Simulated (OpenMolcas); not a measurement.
# Co³⁺ among point charges: CASSCF levels and susceptibility

Aim: the splitting of the states of Co³⁺ in the field of 5 point charges, its lowest levels with spin-orbit coupling and its magnetic susceptibility.

Program: OpenMolcas 26.06. Level of theory: state-averaged CASSCF, spin-orbit coupling by RASSI with atomic mean-field integrals. These are calculated values, not measurements, unless marked.

1 further run of the same task is left out (it didn't finish).

**1. Starting point**

| Item | Value |
| --- | --- |
| Species | Co³⁺ (cobalt, Z = 27, 24 electrons) |
| Basis | ANO-RCC-VTZP [6s5p3d2f1g], 59 functions |
| Scalar Hamiltonian | DKH2, point nucleus |
| Inactive shells | 1s 2s 2p 3s 3p |
| Active space | 6 electrons in 5 orbitals (3d) |
| Some configurations of this space | 3d⁶ |
| Orbitals | optimised for each spin and parity, averaged over all roots |

The outer shells:

3d6
```
3d [↑↓][↑ ][↑ ][↑ ][↑ ]
```

The ion sits among 5 point charges of -2.6 e arranged as a trigonal bipyramid (D3h), 1.92 Å from the ion, with the axial distance 1.690 Å. The active orbitals were held to one l.

The work runs as a chain of OpenMolcas steps in one folder; each step below is one input file. Labels, J, g values, rates, χT and fits are worked out afterwards by a script from the matrices that RASSI stores.

**2. Basis and integrals**

The input, a.inp:

```
&GATEWAY
Coord
1

Co 0.0 0.0 0.0
Basis=ANO-RCC-VTZP
Group=NoSym
NoMove
AngMom=0.0 0.0 0.0
AMFI
XField
5 Angstrom 0
1.920000 0.000000 0.000000 -2.600000
-0.960000 1.662769 0.000000 -2.600000
-0.960000 -1.662769 0.000000 -2.600000
0.000000 0.000000 1.689600 -2.600000
0.000000 0.000000 -1.689600 -2.600000
&SEWARD
```

The run is started by

```sh
$ OMP_NUM_THREADS=1 MOLCAS_MEM=1689 MOLCAS_PROJECT=a pymolcas a.inp > a.log
```

Output:

```text
Basis set label: CO.ANO-RCC...6S5P3D2F1G.

      Electronic valence basis set:
      ------------------
      Associated Effective Charge  27.000000 au
      Associated Actual Charge     27.000000 au
      Nuclear Model: Point charge

      Shell  nPrim  nBasis  Cartesian Spherical Contaminant
         s      21       6        X
         p      15       5        X
         d      10       3                 X
         f       6       2                 X
         g       4       1                 X
                  Relativistic Douglas-Kroll-Hess integrals:
                    - DKH order of Hamiltonian: 2
                    - DKH order of Properties : 0
                  Atomic mean-field integrals
```

**3. CASSCF: quintets, 5 roots**

The input, a.inp:

```
&RASSCF
FileOrb=start.orb
Symmetry=1
Spin=5
nActEl=6 0 0
Inactive=9
Ras2=5
CIRoot=5 5 1
SDav=5
CIMx=300
Iter=120 100
PrWF=0.3
OrbListing=Nothing
MaxOrb=0
SupSym
1
15 10 11 12 13 14 27 28 29 30 31 32 33 34 35 36
>>> COPY $Project.JobIph JOB001
```

start.orb holds the contracted functions of the basis, ordered by shell, or the orbitals of the step before.

Output, cut to the lines that bear on the results:

```text
[...]
      Number of active orbitals                  5
[...]
      Spin quantum number                      2.0
[...]
      Active orbitals                            5
[...]
      Number of CSFs                             5
      Number of root(s) required                 5
[...]
      Convergence after  9 iterations
[...]
      Natural orbitals and occupation numbers for root  1
      sym 1:   2.000000   1.000000   1.000000   1.000000   1.000000
      Natural orbitals and occupation numbers for root  2
      sym 1:   1.000000   1.000000   1.000000   1.000000   2.000000
      Natural orbitals and occupation numbers for root  3
      sym 1:   1.000000   2.000000   1.000000   1.000000   1.000000
::    RASSCF root number  1 Total energy:  -1401.21462870
::    RASSCF root number  2 Total energy:  -1401.21462869
::    RASSCF root number  3 Total energy:  -1401.19246129
::    RASSCF root number  4 Total energy:  -1401.19246128
::    RASSCF root number  5 Total energy:  -1401.14551167
```

**4. Reference wave functions, triplets, 45 roots**

The input, a.inp:

```
&RASSCF
FileOrb=start.orb
Symmetry=1
Spin=3
nActEl=6 0 0
Inactive=9
Ras2=5
CIRoot=45 45 1
SDav=45
CIMx=300
Iter=120 100
PrWF=0.3
OrbListing=Nothing
MaxOrb=0
SupSym
1
15 10 11 12 13 14 27 28 29 30 31 32 33 34 35 36
>>> COPY $Project.JobIph JOB002
```

Output, cut to the lines that bear on the results:

```text
[...]
      Number of active orbitals                  5
[...]
      Spin quantum number                      1.0
[...]
      Active orbitals                            5
[...]
      Number of CSFs                            45
      Number of root(s) required                45
[...]
      Convergence after 10 iterations
[...]
      Natural orbitals and occupation numbers for root  1
      sym 1:   1.179538   1.179538   0.135577   1.752673   1.752673
      Natural orbitals and occupation numbers for root  2
      sym 1:   1.446443   1.446443   0.187181   1.459967   1.459966
      Natural orbitals and occupation numbers for root  3
      sym 1:   1.446443   1.446443   0.187181   1.459966   1.459967
::    RASSCF root number  1 Total energy:  -1401.10955529
::    RASSCF root number  2 Total energy:  -1401.10933983
::    RASSCF root number  3 Total energy:  -1401.10933983
[...]
::    RASSCF root number 27 Total energy:  -1401.03637382
::    RASSCF root number 28 Total energy:  -1401.03637382
::    RASSCF root number 29 Total energy:  -1401.01628974
::    RASSCF root number 30 Total energy:  -1401.01628974
```

**5. CASSCF: singlets, 50 roots**

The input, a.inp:

```
&RASSCF
FileOrb=start.orb
Symmetry=1
Spin=1
nActEl=6 0 0
Inactive=9
Ras2=5
CIRoot=50 50 1
SDav=50
CIMx=300
Iter=120 100
PrWF=0.3
OrbListing=Nothing
MaxOrb=0
SupSym
1
15 10 11 12 13 14 27 28 29 30 31 32 33 34 35 36
>>> COPY $Project.JobIph JOB003
```

Output, cut to the lines that bear on the results:

```text
[...]
      Number of active orbitals                  5
[...]
      Spin quantum number                      0.0
[...]
      Active orbitals                            5
[...]
      Number of CSFs                            50
      Number of root(s) required                50
[...]
      Convergence after  9 iterations
[...]
      Natural orbitals and occupation numbers for root  1
      sym 1:   1.547199   1.319650   0.266292   1.547199   1.319661
      Natural orbitals and occupation numbers for root  2
      sym 1:   1.956504   1.009361   0.068272   1.956504   1.009358
      Natural orbitals and occupation numbers for root  3
      sym 1:   1.956504   1.009365   0.068272   1.956504   1.009355
::    RASSCF root number  1 Total energy:  -1401.05117824
::    RASSCF root number  2 Total energy:  -1401.05015686
::    RASSCF root number  3 Total energy:  -1401.05015686
[...]
::    RASSCF root number 27 Total energy:  -1400.96545313
::    RASSCF root number 28 Total energy:  -1400.94941238
::    RASSCF root number 29 Total energy:  -1400.94043566
::    RASSCF root number 30 Total energy:  -1400.93118345
```

**6. RASSI: spin-orbit coupling between the states**

The input, a.inp:

```
&RASSI
NrOfJobIphs=3 5 45 50
1 2 3 4 5
1 2 3 4 5 6 7 8 9 10 11 12 13 14 15 16 17 18 19 20 21 22 23 24 25 26 27
28 29 30 31 32 33 34 35 36 37 38 39 40 41 42 43 44 45
1 2 3 4 5 6 7 8 9 10 11 12 13 14 15 16 17 18 19 20 21 22 23 24 25 26 27
28 29 30 31 32 33 34 35 36 37 38 39 40 41 42 43 44 45 46 47 48 49 50
IphNames
JOB001
JOB002
JOB003
EJob
SpinOrbit
DIPRint=1.0
SOCoupling=1000.0
Subsets=2
Property=9
'ANGMOM' 1 'ANGMOM' 2 'ANGMOM' 3 'MLTPL  1' 1 'MLTPL  1' 2 'MLTPL  1' 3
'AMFI' 1 'AMFI' 2 'AMFI' 3
SOProperty=3
'ANGMOM' 1 'ANGMOM' 2 'ANGMOM' 3
```

Output, cut to the lines that bear on the results:

```text
SPIN-FREE ENERGIES:
  (Shifted by EMIN (a.u.) =      -1401.2146286956)
 SF State       Relative EMIN(au)   Rel lowest level(eV)    D:o, cm**(-1)      L_eff
     1             0.0000000000        0.0000000000              0.0000         2.0
     2             0.0000000063        0.0000001722              0.0014         2.0
     3             0.0221674103        0.6032059650           4865.1842         2.0
     4             0.0221674119        0.6032060081           4865.1846         2.0
     5             0.0691170303        1.8807702077          15169.4347         2.0
     6             0.1050734076        2.8591930778          23060.9474         4.3
     7             0.1052888676        2.8650560446          23108.2354         4.1
     8             0.1052888676        2.8650560446          23108.2354         4.1
     9             0.1122446311        3.0543320118          24634.8490         4.5
    10             0.1122446317        3.0543320275          24634.8492         4.5
[...]
Eigenvalues of complex Hamiltonian:
   -----------------------------------
  (Shifted by EMIN (a.u.) =      -1401.2146286956)
 SO State       Relative EMIN(au)   Rel lowest level(eV)    D:o, cm**(-1)     J-value
     1            -0.0030415309        0.0000000000              0.0000         1.6
     2            -0.0030415309        0.0000000000              0.0000         1.6
     3            -0.0016745934        0.0371962637            300.0081         2.3
     4            -0.0016745934        0.0371962637            300.0081         2.3
     5            -0.0003022708        0.0745390639            601.1981         2.5
     6            -0.0003022645        0.0745392348            601.1995         2.5
     7             0.0010768187        0.1120660017            903.8733         2.3
     8             0.0010768187        0.1120660009            903.8733         2.3
     9             0.0024626889        0.1497774506           1208.0366         1.7
    10             0.0024663589        0.1498773153           1208.8421         1.7
    11             0.0206952600        0.6459109840           5209.6234         2.1
[...]
```

These steps took 23 s in all on 1 thread of Arm Neoverse V2, shared host.

Spin-free states, with their symmetry labels:

```tsv
state	degeneracy	E (cm-1)	free-ion L (%)
5E	2	0	D (100)
5E	2	4865	D (100)
5A1	1	15169	D (100)
3A2	1	23061	H (70)
triplet	2	23108	F (36)
3E	2	24635	H (78)
3E	2	27515	H (79)
3E	2	28511	H (62)
3A2	1	28780	F (45)
3E	2	30281	H (100)
3E	2	31503	P (31)
3E	2	33566	F (68)
3E	2	33580	F (66)
3A1	1	35754	G (72)
1A1	1	35873	G (48)
1E	2	36097	I (56)
3A2	1	36248	P (50)
3E	2	36295	G (82)
triplet	2	36486	G (64)
1E	2	36993	I (50)
singlet	2	38001	I (94)
triplet	2	38170	H (61)
3E	2	39122	G (45)
1E	2	39230	I (93)
```

With spin-orbit coupling:

| E (cm-1) | Degeneracy | Label | 2S+1 | g |
| --- | --- | --- | --- | --- |
| 0.0 | 2 | E | 5 | 0.00 0.00 12.01 |
| 300.0 | 2 |  | 5 | 0.00 0.00 8.01 |
| 601.2 | 2 | E | 5 | 0.00 0.00 4.01 |
| 903.9 | 2 | E | 5 | 0.00 0.00 0.01 |
| 1208 | 1 | A1 | 5 |  |
| 1209 | 1 | A2 | 5 |  |
| 5210 | 2 |  | 5 | 0.00 0.00 10.00 |
| 5350 | 2 | E | 5 | 0.00 0.00 5.99 |
| 5488 | 2 | E | 5 | 0.00 0.00 2.04 |
| 5594 | 1 | A1 | 5 |  |
| 5673 | 1 | A2 | 5 |  |
| 5778 | 2 | E | 5 | 0.00 0.00 5.95 |
| 15804 | 2 | E | 5 | 0.00 0.00 8.00 |
| 15818 | 2 | E | 5 | 0.00 0.00 4.00 |
| 15822 | 1 | A1 | 5 |  |
| 22944 | 2 | E | 3 | 0.00 0.00 9.99 |
| 23427 | 1 | A1 | 3 |  |
| 23570 | 2 | E | 3 | 0.00 0.00 3.85 |
| 23739 | 2 |  | 3 | 0.00 0.00 6.00 |
| 24493 | 2 | E | 3 | 0.00 0.00 2.01 |
| 24962 | 2 | E | 3 | 0.00 0.00 5.99 |
| 25338 | 2 | E | 3 | 0.00 0.00 2.15 |
| 25564 | 1 | A2 | 3 |  |
| 25690 | 1 | A1 | 3 |  |

The table of states holds 24 of 58 computed; the rest, higher up, is left out. Labels of spin-orbit levels are those of the rotation subgroup (D3 for D3h). Principal g values are given for doublets only; a zero marks a field direction without first-order Zeeman splitting.

Powder χT (cm³ K/mol): 4.52 at 2 K, 4.53 at 5 K, 4.56 at 10 K, 4.61 at 20 K, 4.75 at 50 K, 4.97 at 100 K, 5.09 at 150 K, 5.13 at 200 K, 5.13 at 250 K, 5.10 at 300 K.

**7. Outcome**

```
                                            quantity                            value
                                              method                           CASSCF
                              spin-free ground state   5E, 2-fold in its orbital part
first state of the same spin within the active space                  5E at 4870 cm⁻¹
                                        lowest level  2-fold E, g = 0.00, 0.00, 12.01
                                          next level                       300.0 cm⁻¹
                                         χT at 300 K                   5.10 cm³ K/mol
                           effective moment at 300 K                          6.38 μB
```

What this shows: The spin-free ground state (5E) comes to 100 % from free-ion D terms and keeps the highest spin of the shell. χT at 300 K is 5.10, against 3.01 cm³ K/mol for the spin alone, so orbital moment adds to it. An active space of the d shell alone favours high spin; real ions in strong fields can be low spin. The field of point charges can differ much from that of real complexes. With metal d orbitals alone active, the gaps between spin states are rough; where two lie within a few thousand cm-1, their order is open. Point charges carry no covalency, so the field is a model and not that of real ligands.
